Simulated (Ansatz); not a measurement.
# BAsH₂ (triplet): wB97M-V, B2PLYP over vertical spin and charge gaps, def2-QZVPP

Aim: run BAsH₂ (triplet) with these functionals over vertical spin and charge gaps, and hold them against the top wave-function level at the same points.

Method: def2-QZVPP, all electrons in the functionals, frozen cores in the correlation of double hybrids and RPA; program: Ansatz 0.2.0, Gaussian basis.

To be run: wB97M-V, B2PLYP, at charge 0, triplet; charge 0, singlet; charge 0, quintet; charge 1, doublet; charge 1, quartet.

10 further runs of the same task are left out: 10 set aside as unsound or not needed.

## 1. The geometry

The geometry is a PBE0/def2-TZVP stationary point (not a proven minimum). No spin-orbit coupling is included. The filled d shell of As may be among the frozen orbitals whatever the setting's name suggests; the logs give the count.

4 atoms, charge 0, spin multiplicity 3.

Atoms are counted from 1 here; the program's logs count them from 0.

Bond lengths: B1–As2 1.990 Å, B1–H3 1.195 Å, As2–H4 1.529 Å. Angles: As2–B1–H3 126.5°, B1–As2–H4 96.5°.

No dispersion term is added; wB97M-V holds VV10 nonlocal correlation.

The geometry shown and the zero of energy belong to the point charge 0, triplet. The yardstick, RCCSD(T), and other wave-function levels (R restricted, U unrestricted, valence and pair active spaces) come from earlier runs.

## 2. wB97M-V, charge 0, triplet

Input file in.yaml:

```yaml
crystal:
  periodic: [false, false, false]
  atoms:
    - {symbol: B, position_ang: [0.000000, -0.245162, 1.698374]}
    - {symbol: As, position_ang: [0.000000, 0.046546, -0.270328]}
    - {symbol: H, position_ang: [0.000000, 0.601033, 2.541611]}
    - {symbol: H, position_ang: [0.000000, -1.431288, -0.664219]}
basis:
  gaussian: {orbitals: "def2-QZVPP.json"}
magnetization: {spin_polarized: true, initial_magnetization: 2}
hamiltonian: {xc: {name: wB97M-V}}
output: {orbitals: {seedname: orbitals}}
```

Started as:

```
$ ansatz run in.yaml --threads 1 --pin off --events-out ev --progress --plain --max-ram 2393MiB
```

Output, shortened:

```text
Functional definition: wB97M-V
  name "wB97M-V"
  cite "Mardirossian & Head-Gordon, J. Chem. Phys. 144, 214110 (2016) doi:10.1063/1.4952647"
  cite "Becke, J. Chem. Phys. 107, 8554 (1997) doi:10.1063/1.475007"
  cite "Vydrov & Van Voorhis, J. Chem. Phys. 133, 244103 (2010) doi:10.1063/1.3521275"
  # Of w^i u^j: cxij and so on, Table III.
[...]
  gx(w, u) = 1 - cx + cx01*u + cx10*w
  gss(w, u) = css00 + css04*u^4 + css10*w + css20*w^2 + css43*w^4*u^3
  gos(w, u) = cos00 + cos10*w + (cos20 + cos21*u)*w^2 + (cos60 + cos61*u)*w^6
[...]
      + integral(e_c_pw_mod_opposite_spin*gos(b97_w_opposite, b97_u_opposite)) + vv10(b, c)
844 factors; their error is unknown
194 factors; integrals over basis functions are off by at most 1.4e-5 eV
[...]
mean field -61544.20466312 eV, -2261.7078052094 hartree, gradient 4.0e-5 eV, S^2 2.003746; 1 other end points of the search recorded, 0 dependent functions left out
reference -61544.20470882 eV, -2261.7078068888 hartree; 21, 19 occupied and 185, 187 virtual orbitals, 844 factors
Total energy: -61544.20470882 eV, -2261.7078068888 hartree
```

Wall time 26 s (1 thread of Arm Neoverse V2, shared host); peak memory 0.57 GiB.

From the report: ⟨S²⟩ of the determinant 2.004 (pure triplet: 2.00).

## 3. wB97M-V, charge 0, singlet

in.yaml, as its differences from that of step 2:

```diff
@@ -9,3 +9,3 @@
   gaussian: {orbitals: "def2-QZVPP.json"}
-magnetization: {spin_polarized: true, initial_magnetization: 2}
+magnetization: {spin_polarized: true, initial_magnetization: 0}
 hamiltonian: {xc: {name: wB97M-V}}
```

Same command.

Output, shortened:

```text
Functional definition: wB97M-V
  name "wB97M-V"
  cite "Mardirossian & Head-Gordon, J. Chem. Phys. 144, 214110 (2016) doi:10.1063/1.4952647"
  cite "Becke, J. Chem. Phys. 107, 8554 (1997) doi:10.1063/1.475007"
  cite "Vydrov & Van Voorhis, J. Chem. Phys. 133, 244103 (2010) doi:10.1063/1.3521275"
  # Of w^i u^j: cxij and so on, Table III.
[...]
  gx(w, u) = 1 - cx + cx01*u + cx10*w
  gss(w, u) = css00 + css04*u^4 + css10*w + css20*w^2 + css43*w^4*u^3
  gos(w, u) = cos00 + cos10*w + (cos20 + cos21*u)*w^2 + (cos60 + cos61*u)*w^6
[...]
      + integral(e_c_pw_mod_opposite_spin*gos(b97_w_opposite, b97_u_opposite)) + vv10(b, c)
844 factors; their error is unknown
194 factors; integrals over basis functions are off by at most 1.4e-5 eV
[...]
mean field -61544.84971024 eV, -2261.7315102540 hartree, gradient 1.6e-5 eV, S^2 0.000000; 3 other end points of the search recorded, 0 dependent functions left out
reference -61544.84975693 eV, -2261.7315119696 hartree; 20, 20 occupied and 186, 186 virtual orbitals, 844 factors
Total energy: -61544.84975693 eV, -2261.7315119696 hartree
```

It took 66 s on 1 thread of Arm Neoverse V2, shared host; peak memory 0.78 GiB.

From the report: ⟨S²⟩ of the determinant 0.000 (pure singlet: 0.00).

From charge 0, triplet: -14.9 kcal/mol.

## 4. wB97M-V, charge 0, quintet

in.yaml, as its differences from that of step 3:

```diff
@@ -9,3 +9,3 @@
   gaussian: {orbitals: "def2-QZVPP.json"}
-magnetization: {spin_polarized: true, initial_magnetization: 0}
+magnetization: {spin_polarized: true, initial_magnetization: 4}
 hamiltonian: {xc: {name: wB97M-V}}
```

The command is unchanged.

Output, shortened:

```text
Functional definition: wB97M-V
  name "wB97M-V"
  cite "Mardirossian & Head-Gordon, J. Chem. Phys. 144, 214110 (2016) doi:10.1063/1.4952647"
  cite "Becke, J. Chem. Phys. 107, 8554 (1997) doi:10.1063/1.475007"
  cite "Vydrov & Van Voorhis, J. Chem. Phys. 133, 244103 (2010) doi:10.1063/1.3521275"
  # Of w^i u^j: cxij and so on, Table III.
[...]
  gx(w, u) = 1 - cx + cx01*u + cx10*w
  gss(w, u) = css00 + css04*u^4 + css10*w + css20*w^2 + css43*w^4*u^3
  gos(w, u) = cos00 + cos10*w + (cos20 + cos21*u)*w^2 + (cos60 + cos61*u)*w^6
[...]
      + integral(e_c_pw_mod_opposite_spin*gos(b97_w_opposite, b97_u_opposite)) + vv10(b, c)
844 factors; their error is unknown
194 factors; integrals over basis functions are off by at most 1.4e-5 eV
[...]
mean field -61539.90496808 eV, -2261.5497943313 hartree, gradient 4.6e-5 eV, S^2 6.005553; 2 other end points of the search recorded, 0 dependent functions left out
reference -61539.90501240 eV, -2261.5497959600 hartree; 22, 18 occupied and 184, 188 virtual orbitals, 844 factors
Total energy: -61539.90501240 eV, -2261.5497959600 hartree
```

It took 29 s on 1 thread of Arm Neoverse V2, shared host; peak memory 0.58 GiB.

From the report: ⟨S²⟩ of the determinant 6.006 (pure quintet: 6.00).

From charge 0, triplet: +99.2 kcal/mol.

## 5. wB97M-V, charge 1, doublet

in.yaml, as its differences from that of step 4:

```diff
@@ -9,3 +9,4 @@
   gaussian: {orbitals: "def2-QZVPP.json"}
-magnetization: {spin_polarized: true, initial_magnetization: 4}
+total_charge: 1
+magnetization: {spin_polarized: true, initial_magnetization: 1}
 hamiltonian: {xc: {name: wB97M-V}}
```

Launched as before.

Output, shortened:

```text
Functional definition: wB97M-V
  name "wB97M-V"
  cite "Mardirossian & Head-Gordon, J. Chem. Phys. 144, 214110 (2016) doi:10.1063/1.4952647"
  cite "Becke, J. Chem. Phys. 107, 8554 (1997) doi:10.1063/1.475007"
  cite "Vydrov & Van Voorhis, J. Chem. Phys. 133, 244103 (2010) doi:10.1063/1.3521275"
  # Of w^i u^j: cxij and so on, Table III.
[...]
  gx(w, u) = 1 - cx + cx01*u + cx10*w
  gss(w, u) = css00 + css04*u^4 + css10*w + css20*w^2 + css43*w^4*u^3
  gos(w, u) = cos00 + cos10*w + (cos20 + cos21*u)*w^2 + (cos60 + cos61*u)*w^6
[...]
      + integral(e_c_pw_mod_opposite_spin*gos(b97_w_opposite, b97_u_opposite)) + vv10(b, c)
844 factors; their error is unknown
194 factors; integrals over basis functions are off by at most 1.4e-5 eV
[...]
mean field -61536.38528429 eV, -2261.4204483376 hartree, gradient 9.0e-5 eV, S^2 0.752076; 0 other end points of the search recorded, 0 dependent functions left out
reference -61536.38533130 eV, -2261.4204500650 hartree; 20, 19 occupied and 186, 187 virtual orbitals, 844 factors
Total energy: -61536.38533130 eV, -2261.4204500650 hartree
```

It took 25 s on 1 thread of Arm Neoverse V2, shared host; peak memory 0.57 GiB.

From the report: ⟨S²⟩ of the determinant 0.752 (pure doublet: 0.75).

From charge 0, triplet: +180.3 kcal/mol.

## 6. wB97M-V, charge 1, quartet

in.yaml, as its differences from that of step 5:

```diff
@@ -10,3 +10,3 @@
 total_charge: 1
-magnetization: {spin_polarized: true, initial_magnetization: 1}
+magnetization: {spin_polarized: true, initial_magnetization: 3}
 hamiltonian: {xc: {name: wB97M-V}}
```

The command is unchanged.

Output, shortened:

```text
Functional definition: wB97M-V
  name "wB97M-V"
  cite "Mardirossian & Head-Gordon, J. Chem. Phys. 144, 214110 (2016) doi:10.1063/1.4952647"
  cite "Becke, J. Chem. Phys. 107, 8554 (1997) doi:10.1063/1.475007"
  cite "Vydrov & Van Voorhis, J. Chem. Phys. 133, 244103 (2010) doi:10.1063/1.3521275"
  # Of w^i u^j: cxij and so on, Table III.
[...]
  gx(w, u) = 1 - cx + cx01*u + cx10*w
  gss(w, u) = css00 + css04*u^4 + css10*w + css20*w^2 + css43*w^4*u^3
  gos(w, u) = cos00 + cos10*w + (cos20 + cos21*u)*w^2 + (cos60 + cos61*u)*w^6
[...]
      + integral(e_c_pw_mod_opposite_spin*gos(b97_w_opposite, b97_u_opposite)) + vv10(b, c)
844 factors; their error is unknown
194 factors; integrals over basis functions are off by at most 1.4e-5 eV
[...]
mean field -61533.73158954 eV, -2261.3229268544 hartree, gradient 2.5e-5 eV, S^2 3.753032; 2 other end points of the search recorded, 0 dependent functions left out
reference -61533.73163644 eV, -2261.3229285779 hartree; 21, 18 occupied and 185, 188 virtual orbitals, 844 factors
Total energy: -61533.73163644 eV, -2261.3229285779 hartree
```

Run time: 30 s. Hardware: 1 thread of Arm Neoverse V2, shared host; peak memory 0.57 GiB.

From the report: ⟨S²⟩ of the determinant 3.753 (pure quartet: 3.75).

From charge 0, triplet: +241.5 kcal/mol.

## 7. B2PLYP, charge 0, triplet

in.yaml, as its differences from that of step 6:

```diff
@@ -9,5 +9,4 @@
   gaussian: {orbitals: "def2-QZVPP.json"}
-total_charge: 1
-magnetization: {spin_polarized: true, initial_magnetization: 3}
-hamiltonian: {xc: {name: wB97M-V}}
-output: {orbitals: {seedname: orbitals}}
+magnetization: {spin_polarized: true, initial_magnetization: 2}
+hamiltonian: {xc: {name: B2PLYP}}
+correlation: {electrons: outside_noble_gas}
```

Launched as before.

Output, shortened:

```text
Functional definition: B2PLYP
  name "B2PLYP"
  cite "Grimme, J. Chem. Phys. 124, 034108 (2006) doi:10.1063/1.2148954"
  cite "Becke, Phys. Rev. A 38, 3098 (1988) doi:10.1103/PhysRevA.38.3098"
  cite "Lee, Yang & Parr, Phys. Rev. B 37, 785 (1988) doi:10.1103/PhysRevB.37.785"
[...]
1287 factors; integrals over basis functions are off by at most 9.5e-4 eV
[...]
mean field -61534.39964828 eV, -2261.3474775602 hartree, gradient 6.7e-6 eV, S^2 2.007724; 2 other end points of the search recorded, 0 dependent functions left out
15 core orbitals not correlated: weight in the atoms' cores, before any rotation towards them, 1.000 or more for the frozen orbitals, at most 0.000 for the correlated occupied ones
reference -61534.39978535 eV, -2261.3474825973 hartree; 6, 4 occupied and 185, 187 virtual orbitals, 1287 factors
second order -6.91683109 eV of doubles, -0.00000000 eV of singles
Total energy: -61536.26732974 eV, -2261.4161135879 hartree
```

It took 17 s on 1 thread of Arm Neoverse V2, shared host; peak memory 0.52 GiB.

From the report: ⟨S²⟩ of the determinant 2.008 (pure triplet: 2.00).

## 8. B2PLYP, charge 0, singlet

in.yaml, as its differences from that of step 7:

```diff
@@ -9,3 +9,3 @@
   gaussian: {orbitals: "def2-QZVPP.json"}
-magnetization: {spin_polarized: true, initial_magnetization: 2}
+magnetization: {spin_polarized: true, initial_magnetization: 0}
 hamiltonian: {xc: {name: B2PLYP}}
```

Launched as before.

Output, shortened:

```text
Functional definition: B2PLYP
  name "B2PLYP"
  cite "Grimme, J. Chem. Phys. 124, 034108 (2006) doi:10.1063/1.2148954"
  cite "Becke, Phys. Rev. A 38, 3098 (1988) doi:10.1103/PhysRevA.38.3098"
  cite "Lee, Yang & Parr, Phys. Rev. B 37, 785 (1988) doi:10.1103/PhysRevB.37.785"
[...]
1287 factors; integrals over basis functions are off by at most 9.5e-4 eV
[...]
mean field -61534.67973291 eV, -2261.3577704805 hartree, gradient 3.3e-6 eV, S^2 0.049588; 8 other end points of the search recorded, 0 dependent functions left out
15 core orbitals not correlated: weight in the atoms' cores, before any rotation towards them, 1.000 or more for the frozen orbitals, at most 0.000 for the correlated occupied ones
reference -61534.67986876 eV, -2261.3577754729 hartree; 5, 5 occupied and 186, 186 virtual orbitals, 1287 factors
second order -8.73781379 eV of doubles, -0.00000000 eV of singles
Total energy: -61537.03907848 eV, -2261.4444748311 hartree
```

Run time: 76 s. Hardware: 1 thread of Arm Neoverse V2, shared host; peak memory 0.64 GiB.

From the report: ⟨S²⟩ of the determinant 0.050 (pure singlet: 0.00).

From charge 0, triplet: -17.8 kcal/mol.

## 9. B2PLYP, charge 0, quintet

in.yaml, as its differences from that of step 8:

```diff
@@ -9,3 +9,3 @@
   gaussian: {orbitals: "def2-QZVPP.json"}
-magnetization: {spin_polarized: true, initial_magnetization: 0}
+magnetization: {spin_polarized: true, initial_magnetization: 4}
 hamiltonian: {xc: {name: B2PLYP}}
```

The command is unchanged.

Output, shortened:

```text
Functional definition: B2PLYP
  name "B2PLYP"
  cite "Grimme, J. Chem. Phys. 124, 034108 (2006) doi:10.1063/1.2148954"
  cite "Becke, Phys. Rev. A 38, 3098 (1988) doi:10.1103/PhysRevA.38.3098"
  cite "Lee, Yang & Parr, Phys. Rev. B 37, 785 (1988) doi:10.1103/PhysRevB.37.785"
[...]
1287 factors; integrals over basis functions are off by at most 9.5e-4 eV
[...]
mean field -61530.28142733 eV, -2261.1961357316 hartree, gradient 7.6e-6 eV, S^2 6.009405; 0 other end points of the search recorded, 0 dependent functions left out
15 core orbitals not correlated: weight in the atoms' cores, before any rotation towards them, 1.000 or more for the frozen orbitals, at most 0.000 for the correlated occupied ones
reference -61530.28156460 eV, -2261.1961407762 hartree; 7, 3 occupied and 184, 188 virtual orbitals, 1287 factors
second order -6.22599648 eV of doubles, -0.00000000 eV of singles
Total energy: -61531.96258365 eV, -2261.2579170868 hartree
```

Wall time 16 s (1 thread of Arm Neoverse V2, shared host); peak memory 0.52 GiB.

From the report: ⟨S²⟩ of the determinant 6.009 (pure quintet: 6.00).

From charge 0, triplet: +99.3 kcal/mol.

## 10. B2PLYP, charge 1, doublet

in.yaml, as its differences from that of step 9:

```diff
@@ -9,3 +9,4 @@
   gaussian: {orbitals: "def2-QZVPP.json"}
-magnetization: {spin_polarized: true, initial_magnetization: 4}
+total_charge: 1
+magnetization: {spin_polarized: true, initial_magnetization: 1}
 hamiltonian: {xc: {name: B2PLYP}}
```

The command is unchanged.

Output, shortened:

```text
Functional definition: B2PLYP
  name "B2PLYP"
  cite "Grimme, J. Chem. Phys. 124, 034108 (2006) doi:10.1063/1.2148954"
  cite "Becke, Phys. Rev. A 38, 3098 (1988) doi:10.1103/PhysRevA.38.3098"
  cite "Lee, Yang & Parr, Phys. Rev. B 37, 785 (1988) doi:10.1103/PhysRevB.37.785"
[...]
1287 factors; integrals over basis functions are off by at most 9.5e-4 eV
[...]
mean field -61526.59131330 eV, -2261.0605265424 hartree, gradient 6.7e-6 eV, S^2 0.754298; 2 other end points of the search recorded, 0 dependent functions left out
15 core orbitals not correlated: weight in the atoms' cores, before any rotation towards them, 1.000 or more for the frozen orbitals, at most 0.000 for the correlated occupied ones
reference -61526.59144840 eV, -2261.0605315072 hartree; 5, 4 occupied and 186, 187 virtual orbitals, 1287 factors
second order -6.83486540 eV of doubles, -0.00000000 eV of singles
Total energy: -61528.43686206 eV, -2261.1283492083 hartree
```

Run time: 21 s. Hardware: 1 thread of Arm Neoverse V2, shared host; peak memory 0.52 GiB.

From the report: ⟨S²⟩ of the determinant 0.754 (pure doublet: 0.75).

From charge 0, triplet: +180.6 kcal/mol.

## 11. B2PLYP, charge 1, quartet

in.yaml, as its differences from that of step 10:

```diff
@@ -10,3 +10,3 @@
 total_charge: 1
-magnetization: {spin_polarized: true, initial_magnetization: 1}
+magnetization: {spin_polarized: true, initial_magnetization: 3}
 hamiltonian: {xc: {name: B2PLYP}}
```

Launched as before.

Output, shortened:

```text
Functional definition: B2PLYP
  name "B2PLYP"
  cite "Grimme, J. Chem. Phys. 124, 034108 (2006) doi:10.1063/1.2148954"
  cite "Becke, Phys. Rev. A 38, 3098 (1988) doi:10.1103/PhysRevA.38.3098"
  cite "Lee, Yang & Parr, Phys. Rev. B 37, 785 (1988) doi:10.1103/PhysRevB.37.785"
[...]
1287 factors; integrals over basis functions are off by at most 9.5e-4 eV
[...]
mean field -61524.27388077 eV, -2260.9753624677 hartree, gradient 4.4e-6 eV, S^2 3.755105; 2 other end points of the search recorded, 0 dependent functions left out
15 core orbitals not correlated: weight in the atoms' cores, before any rotation towards them, 1.000 or more for the frozen orbitals, at most 0.000 for the correlated occupied ones
reference -61524.27401897 eV, -2260.9753675463 hartree; 6, 3 occupied and 185, 188 virtual orbitals, 1287 factors
second order -5.66294631 eV of doubles, -0.00000000 eV of singles
Total energy: -61525.80301447 eV, -2261.0315570946 hartree
```

Run time: 18 s. Hardware: 1 thread of Arm Neoverse V2, shared host; peak memory 0.52 GiB.

From the report: ⟨S²⟩ of the determinant 3.755 (pure quartet: 3.75).

From charge 0, triplet: +241.3 kcal/mol.

## 12. Against the wave-function levels

No level is safe as a reference over these points; RCCSD(T) serves as a yardstick only. It comes from earlier runs at the same points. Energies in kcal/mol, counted from charge 0, triplet; blanks weren't run or aren't comparable.

```csv
level,triplet to singlet,triplet to quintet,ionisation to the doublet cation,ionisation to the quartet cation
RCCSD(T),-20.1,95.9,181.2,240.7
wB97M-V,-14.9,99.2,180.3,241.5
B2PLYP,-17.8,99.3,180.6,241.3
```

Largest miss and mean time a point (RCCSD(T) took 10 min a point; shared hosts):

```csv
level,largest miss (kcal/mol),where,time a point
wB97M-V,+5.2,triplet to singlet,35 s
B2PLYP,+3.4,triplet to quintet,29 s
```

## 13. What came out

```
                                  quantity                               value
              triplet to singlet, RCCSD(T)                      -20.1 kcal/mol
              triplet to quintet, RCCSD(T)                       95.9 kcal/mol
ionisation to the doublet cation, RCCSD(T)                      181.2 kcal/mol
ionisation to the quartet cation, RCCSD(T)                      240.7 kcal/mol
                     largest miss, wB97M-V  +5.2 kcal/mol (triplet to singlet)
                      largest miss, B2PLYP  +3.4 kcal/mol (triplet to quintet)
```

In words: Of the functionals, B2PLYP keep the smallest largest miss at the points compared (at most 3.4 kcal/mol) and wB97M-V strays most (5.2 kcal/mol, at triplet to singlet). Functionals and the yardstick converge differently with the basis, so part of each miss in def2-QZVPP is the basis. The yardstick itself may be off where one determinant is a poor start.
